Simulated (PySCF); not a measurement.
# Cl3Ga (trichlorogallium): the cost of one run

The runs use PySCF 2.14.0, with density-fitted response routines of our own; the level of theory stands in each step. All values are computed, except where a source is named. Atoms are numbered from 0 throughout.

### Step 1. The molecule as given

4 atoms, charge 0, multiplicity 1; geometry from: GFN2-xTB. The atoms were then displaced at random by about 0.01 Å, so the start is not that level's minimum.

Bonds of the start (Å): Cl0–Ga1 2.09, Ga1–Cl2 2.07, Ga1–Cl3 2.08.

### Step 2. Geometry optimisation at PBE0-D3(BJ)/def2-SVP

The job: settings as JSON, then the geometry in Å.

```
{"job": {"xc": "PBE0", "basis": "def2-SVP", "d3": "d3bj", "grid": 1, "shake": 0.01, "kind": "geom"}, "charge": 0, "multiplicity": 1}
Cl    -1.307780    -1.635650    -0.028500
Ga    -0.004010    -0.003920    -0.007670
Cl     2.041850    -0.347270    -0.001400
Cl    -0.692060     1.961460     0.004560
```

Launch:

```bash
OMP_NUM_THREADS=1 python probes_run.py task.json out
```

This one command runs all jobs of the session in turn.

**Question.** How long does this first job take on 1 thread of Arm Neoverse V2, shared host, and how much memory does it need?

About 16 s, with a peak of 0.36 GiB.
